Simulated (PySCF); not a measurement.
# A diatomic session: ZnI+, part 2 of 2

PySCF 2.14.0; Zn def2-SVP, I def2-SVP with ECP28; scalar-relativistic core potentials. The steps go on from the part before.

## (9) PBEsol

Log of the SCF at 2.396 Å:

```text
[... 17 set-up lines left out, the same as in an earlier log ...]
XC functionals = PBEsol
    J. P. Perdew, A. Ruzsinszky, G. I. Csonka, O. A. Vydrov, G. E. Scuseria, L. A. Constantin, X. Zhou, and K. Burke.,  Phys. Rev. Lett. 100, 136406 (2008)
    J. P. Perdew, A. Ruzsinszky, G. I. Csonka, O. A. Vydrov, G. E. Scuseria, L. A. Constantin, X. Zhou, and K. Burke.,  Phys. Rev. Lett. 100, 136406 (2008)
[... 2 set-up lines left out, the same as in an earlier log ...]
init E= -2074.60083405552
cycle= 1 E= -2074.60015983128  delta_E= 0.000674  |g|= 0.0938  |ddm|= 0.215
cycle= 2 E= -2074.5936226206  delta_E= 0.00654  |g|= 0.139  |ddm|= 0.286
cycle= 3 E= -2074.60268540344  delta_E= -0.00906  |g|= 0.0284  |ddm|= 0.247
cycle= 4 E= -2074.60332515613  delta_E= -0.00064  |g|= 0.00146  |ddm|= 0.0586
cycle= 5 E= -2074.6033258153  delta_E= -6.59e-07  |g|= 0.000658  |ddm|= 0.00292
cycle= 6 E= -2074.60332606875  delta_E= -2.53e-07  |g|= 0.000121  |ddm|= 0.00105
cycle= 7 E= -2074.6033260814  delta_E= -1.26e-08  |g|= 8.84e-06  |ddm|= 0.000263
cycle= 8 E= -2074.60332608143  delta_E= -3.09e-11  |g|= 6e-07  |ddm|= 1.25e-05
Extra cycle  E= -2074.60332608142  delta_E= 4.55e-12  |g|= 1.11e-06  |ddm|= 3.51e-06
converged SCF energy = -2074.60332608142  <S^2> = -1.7763568e-14  2S+1 = 1
```

Re = 2.372 Å, ωe = 274.8 cm⁻¹, ωexe = 0.801 cm⁻¹, αe = 0.000268 cm⁻¹, Be = 0.07049 cm⁻¹, De = 2.67 eV, μ = -6.59 D. 6.3 s of CPU time for 12 points, integrals apart.

## (10) r²SCAN0 (hybrid meta-GGA)

Log of the SCF at 2.396 Å:

```text
[... 17 set-up lines left out, the same as in an earlier log ...]
XC functionals = HYB_MGGA_XC_R2SCAN0
    M. Bursch, H. Neugebauer, S. Ehlert, and S. Grimme.,  J. Chem. Phys. 156, 134105 (2022)
[... 2 set-up lines left out, the same as in an earlier log ...]
init E= -2076.59711430668
cycle= 1 E= -2076.59730148086  delta_E= -0.000187  |g|= 0.0321  |ddm|= 0.0711
cycle= 2 E= -2076.59722944882  delta_E= 7.2e-05  |g|= 0.0367  |ddm|= 0.0451
cycle= 3 E= -2076.59759587703  delta_E= -0.000366  |g|= 0.000747  |ddm|= 0.0226
cycle= 4 E= -2076.59759601992  delta_E= -1.43e-07  |g|= 0.000628  |ddm|= 0.00271
cycle= 5 E= -2076.59759628787  delta_E= -2.68e-07  |g|= 7.33e-05  |ddm|= 0.00109
cycle= 6 E= -2076.59759629052  delta_E= -2.65e-09  |g|= 2.93e-05  |ddm|= 0.000184
cycle= 7 E= -2076.59759629133  delta_E= -8.11e-10  |g|= 2.58e-06  |ddm|= 5.24e-05
Extra cycle  E= -2076.59759629134  delta_E= -2.27e-12  |g|= 1.77e-06  |ddm|= 7.2e-06
converged SCF energy = -2076.59759629134  <S^2> = -2.8421709e-14  2S+1 = 1
```

Re = 2.369 Å, ωe = 283.9 cm⁻¹, ωexe = 0.744 cm⁻¹, αe = 0.000248 cm⁻¹, Be = 0.07064 cm⁻¹, De = 2.15 eV, μ = -7.61 D.

## (11) LC-ωPBE (range-separated hybrid)

Log of the SCF at 2.396 Å:

```text
[... 17 set-up lines left out, the same as in an earlier log ...]
XC functionals = LC_WPBE
    O. A. Vydrov and G. E. Scuseria.,  J. Chem. Phys. 125, 234109 (2006)
[... 2 set-up lines left out, the same as in an earlier log ...]
init E= -2076.34102974782
cycle= 1 E= -2076.34327610732  delta_E= -0.00225  |g|= 0.0504  |ddm|= 0.135
cycle= 2 E= -2076.34328992672  delta_E= -1.38e-05  |g|= 0.0543  |ddm|= 0.0651
cycle= 3 E= -2076.34400409323  delta_E= -0.000714  |g|= 0.0023  |ddm|= 0.028
cycle= 4 E= -2076.34401157324  delta_E= -7.48e-06  |g|= 0.000786  |ddm|= 0.00657
cycle= 5 E= -2076.34401213672  delta_E= -5.63e-07  |g|= 0.000213  |ddm|= 0.00183
cycle= 6 E= -2076.34401219493  delta_E= -5.82e-08  |g|= 7.02e-05  |ddm|= 0.000505
cycle= 7 E= -2076.34401220845  delta_E= -1.35e-08  |g|= 2.07e-05  |ddm|= 0.000264
cycle= 8 E= -2076.34401220987  delta_E= -1.42e-09  |g|= 5.31e-06  |ddm|= 0.000116
cycle= 9 E= -2076.34401220995  delta_E= -7.59e-11  |g|= 6.86e-07  |ddm|= 3.34e-05
Extra cycle  E= -2076.34401220995  delta_E= -4.55e-13  |g|= 2.79e-07  |ddm|= 1.73e-06
converged SCF energy = -2076.34401220995  <S^2> = -2.1316282e-14  2S+1 = 1
```

Re = 2.353 Å, ωe = 294.8 cm⁻¹, ωexe = 0.692 cm⁻¹, αe = 0.000237 cm⁻¹, Be = 0.07161 cm⁻¹, De = 1.99 eV, μ = -7.91 D. 12 s of CPU time for 12 points, integrals apart.

## (12) RHF (mean field)

Log of the SCF at 2.396 Å:

```text
******** <class 'pyscf.scf.hf_symm.SymAdaptedRHF'> ********
method = SymAdaptedRHF
[... 12 set-up lines left out, the same as in an earlier log ...]
Overwritten attributes  get_hcore get_j get_occ get_jk get_k  of <class 'pyscf.scf.hf_symm.SymAdaptedRHF'>
<class 'pyscf.scf.hf_symm.SymAdaptedRHF'> does not have attributes  refdm
[... 1 set-up line left out, the same as in an earlier log ...]
init E= -2073.95657309013
cycle= 1 E= -2073.96683879782  delta_E= -0.0103  |g|= 0.103  |ddm|= 0.418
cycle= 2 E= -2073.96805241144  delta_E= -0.00121  |g|= 0.0713  |ddm|= 0.146
cycle= 3 E= -2073.96868340272  delta_E= -0.000631  |g|= 0.00738  |ddm|= 0.0326
cycle= 4 E= -2073.96874209717  delta_E= -5.87e-05  |g|= 0.00298  |ddm|= 0.0288
cycle= 5 E= -2073.96875059643  delta_E= -8.5e-06  |g|= 0.00106  |ddm|= 0.00874
cycle= 6 E= -2073.9687525335  delta_E= -1.94e-06  |g|= 0.000154  |ddm|= 0.00594
cycle= 7 E= -2073.96875256438  delta_E= -3.09e-08  |g|= 4.66e-05  |ddm|= 0.00074
cycle= 8 E= -2073.96875256699  delta_E= -2.61e-09  |g|= 9.44e-06  |ddm|= 0.00024
cycle= 9 E= -2073.96875256706  delta_E= -6.96e-11  |g|= 2.85e-06  |ddm|= 3.2e-05
Extra cycle  E= -2073.96875256706  delta_E= -2.73e-12  |g|= 1.15e-06  |ddm|= 4.47e-06
converged SCF energy = -2073.96875256706
```

Re = 2.416 Å, ωe = 274.8 cm⁻¹, ωexe = 0.646 cm⁻¹, αe = 0.000224 cm⁻¹, Be = 0.06791 cm⁻¹, De = 0.93 eV, μ = -9.15 D. 1.3 s of CPU time for 12 points, integrals apart.

## (13) Adding correlation

Reference: RHF; core orbitals frozen: 9; virtual orbitals above 20 hartree dropped in coupled cluster: 1. MP2 keeps all virtuals, so it differs from the MP2 energy in the coupled-cluster log.

Log of the coupled-cluster run at 2.396 Å:

```text
******** <class 'pyscf.cc.ccsd.CCSD'> ********
CC2 = 0
CCSD nocc = 18, nmo = 47
frozen orbitals [0, 1, 2, 3, 4, 5, 7, 8, 9, 56]
max_cycle = 80
direct = 0
conv_tol = 1e-07
conv_tol_normt = 1e-05
diis_space = 8
diis_start_cycle = 0
diis_start_energy_diff = 1e+09
max_memory 909 MB (current use 364 MB)
Init t2, MP2 energy = -2074.42599037739  E_corr(MP2) -0.457237810329226
Init E_corr(CCSD) = -0.457237810329913
cycle = 1  E_corr(CCSD) = -0.42594030440048  dE = 0.0312975059  norm(t1,t2) = 0.0633757
cycle = 2  E_corr(CCSD) = -0.442422456926755  dE = -0.0164821525  norm(t1,t2) = 0.0248627
cycle = 3  E_corr(CCSD) = -0.439240889612116  dE = 0.00318156731  norm(t1,t2) = 0.0126175
cycle = 4  E_corr(CCSD) = -0.440625820640234  dE = -0.00138493103  norm(t1,t2) = 0.00624505
cycle = 5  E_corr(CCSD) = -0.440729650009004  dE = -0.000103829369  norm(t1,t2) = 0.00135307
cycle = 6  E_corr(CCSD) = -0.440620869844346  dE = 0.000108780165  norm(t1,t2) = 0.000611463
cycle = 7  E_corr(CCSD) = -0.440616700113798  dE = 4.16973055e-06  norm(t1,t2) = 0.000241694
cycle = 8  E_corr(CCSD) = -0.440627748834432  dE = -1.10487206e-05  norm(t1,t2) = 8.08448e-05
cycle = 9  E_corr(CCSD) = -0.44062947453937  dE = -1.72570494e-06  norm(t1,t2) = 2.20174e-05
cycle = 10  E_corr(CCSD) = -0.440628742205949  dE = 7.32333421e-07  norm(t1,t2) = 6.64365e-06
cycle = 11  E_corr(CCSD) = -0.440628589249427  dE = 1.52956522e-07  norm(t1,t2) = 2.92119e-06
cycle = 12  E_corr(CCSD) = -0.440628831384089  dE = -2.42134661e-07  norm(t1,t2) = 1.04677e-06
cycle = 13  E_corr(CCSD) = -0.440628752694113  dE = 7.86899756e-08  norm(t1,t2) = 5.22425e-07
CCSD converged
E(CCSD) = -2074.409381319753  E_corr = -0.4406287526941129
CCSD(T) correction = -0.012992470030052
```

Correlation energy (eV) along the bond:

```csv
R (Å),MP2,SCS-MP2,CCSD,CCSD(T),T1
2.061,-12.573,-11.248,n/a,n/a,n/a
2.156,-12.532,-11.219,-12.025,-12.379,0.011
2.252,-12.494,-11.194,-12.007,-12.360,0.011
2.324,-12.469,-11.178,-11.997,-12.350,0.011
2.396,-12.446,-11.165,-11.990,-12.344,0.012
2.468,-12.425,-11.155,-11.987,-12.341,0.012
2.564,-12.403,-11.148,-11.989,-12.346,0.012
2.683,-12.385,-11.148,-12.004,-12.364,0.012
2.827,-12.376,-11.163,-12.039,-12.407,0.012
3.019,-12.388,-11.206,n/a,n/a,n/a
```

RHF-MP2: Re = 2.392 Å, ωe = 282.3 cm⁻¹, ωexe = 0.748 cm⁻¹, αe = 0.000239 cm⁻¹, Be = 0.06930 cm⁻¹, De = 1.98 eV.

RHF-SCS-MP2: Re = 2.404 Å, ωe = 274.6 cm⁻¹, ωexe = 0.781 cm⁻¹, αe = 0.000249 cm⁻¹, Be = 0.06863 cm⁻¹, De = 1.89 eV.

RHF-CCSD: Re = 2.412 Å, ωe = 268.7 cm⁻¹, ωexe = 0.834 cm⁻¹, αe = 0.000260 cm⁻¹, Be = 0.06818 cm⁻¹, De = 1.88 eV.

RHF-CCSD(T): Re = 2.412 Å, ωe = 267.3 cm⁻¹, ωexe = 0.875 cm⁻¹, αe = 0.000267 cm⁻¹, Be = 0.06814 cm⁻¹, De = 1.98 eV.

## (14) All curves

Energy (eV) from each level's lowest point:

```csv
R (Å),RHF,RHF-MP2,RHF-SCS-MP2,RHF-CCSD,RHF-CCSD(T),PBE,PBEsol,revPBE,r²SCAN,PBE0,r²SCAN0,LC-ωPBE
2.061,1.243,1.115,1.160,n/a,n/a,1.048,0.922,1.117,0.946,1.016,0.950,0.891
2.156,0.573,0.487,0.519,0.538,0.538,0.461,0.376,0.507,0.387,0.434,0.386,0.344
2.252,0.197,0.149,0.168,0.180,0.181,0.145,0.097,0.171,0.101,0.127,0.098,0.074
2.324,0.055,0.031,0.042,0.048,0.048,0.034,0.011,0.046,0.012,0.024,0.009,0.000
2.396,0.000,0.000,0.000,0.000,0.000,0.000,0.000,0.000,0.000,0.000,0.000,0.006
2.468,0.012,0.032,0.022,0.015,0.014,0.023,0.044,0.012,0.045,0.035,0.049,0.070
2.564,0.103,0.145,0.120,0.104,0.101,0.116,0.162,0.091,0.168,0.144,0.178,0.221
2.683,0.297,0.358,0.314,0.283,0.277,0.294,0.369,0.255,0.382,0.346,0.404,0.476
2.827,0.596,0.666,0.599,0.548,0.533,0.553,0.657,0.498,0.682,0.635,0.721,0.832
3.019,1.040,1.098,0.999,n/a,n/a,0.914,1.050,0.843,1.094,1.040,1.160,1.330
```

The whole job (state search and all levels along the bond) took 2.2 min on 1 thread of Oxide Virtual Turin-like (shared host), peak memory 0.75 GiB.

## (15) Results

What follows sums up all 2 parts.

Lowest PBE0 solution found, without spin–orbit coupling: ¹Σ⁺ (singlet), closed shell. State 2 has its PBE0 minimum 1.13 eV higher. State 3 has its PBE0 minimum 1.22 eV higher, as a spin-mixed determinant (⟨S²⟩ = 1.00), so this is no gap between pure states. The other levels ran on the lowest alone.

```
      level  Re (Å)  ωe (cm⁻¹)  De (eV)  μ (D)
        RHF   2.416      274.8     0.93  -9.15
    RHF-MP2   2.392      282.3     1.98    n/a
RHF-SCS-MP2   2.404      274.6     1.89    n/a
   RHF-CCSD   2.412      268.7     1.88    n/a
RHF-CCSD(T)   2.412      267.3     1.98    n/a
        PBE   2.399      263.1     2.48  -6.61
     PBEsol   2.372      274.8     2.67  -6.59
     revPBE   2.414      257.0     2.28  -6.78
     r²SCAN   2.372      278.9     2.35  -7.15
       PBE0   2.386      273.9     2.23  -7.30
    r²SCAN0   2.369      283.9     2.15  -7.61
    LC-ωPBE   2.353      294.8     1.99  -7.91
```

De is counted to Zn+ + I in their ground configurations. A positive dipole points from Zn to I; in an ion it is taken about the centre of mass and does not tell which atom is negative.

Differences from CCSD(T) in the same basis:

```csv
level,Re (mÅ),ωe (%)
RHF,+4,+2.8
RHF-MP2,-20,+5.6
RHF-SCS-MP2,-9,+2.7
RHF-CCSD,-1,+0.6
PBE,-13,-1.5
PBEsol,-41,+2.8
revPBE,+2,-3.9
r²SCAN,-40,+4.4
PBE0,-27,+2.5
r²SCAN0,-43,+6.2
LC-ωPBE,-59,+10.3
```

Time per point (s) on 1 thread of Oxide Virtual Turin-like, shared host (CPU time, shared integrals of 0.31 s apart; correlated levels include their reference; CCSD comes with the CCSD(T) run); the times are rough: RHF 0.11, RHF-MP2 0.18, RHF-SCS-MP2 0.18, PBE 0.7, PBEsol 0.52, revPBE 0.5, r²SCAN 0.82, PBE0 1.4, r²SCAN0 0.9, LC-ωPBE 0.99; the reference 3.4.

In words: Against CCSD(T) in the same basis, the bond length is nearest at RHF-CCSD (-1 mÅ) and farthest at LC-ωPBE (-59 mÅ); the wavenumber is nearest at RHF-CCSD (+0.6 %) and farthest at LC-ωPBE (+10.3 %). CCSD(T) in a basis this small is itself some way from its limit, more so than the functionals. Among the levels with a De in the table, it runs from 0.93 eV (RHF) to 2.67 eV (PBEsol).

Correlated steps freeze 9 core orbitals. These are scalar-relativistic numbers at best; spin–orbit coupling would shift them, the dissociation energy most.
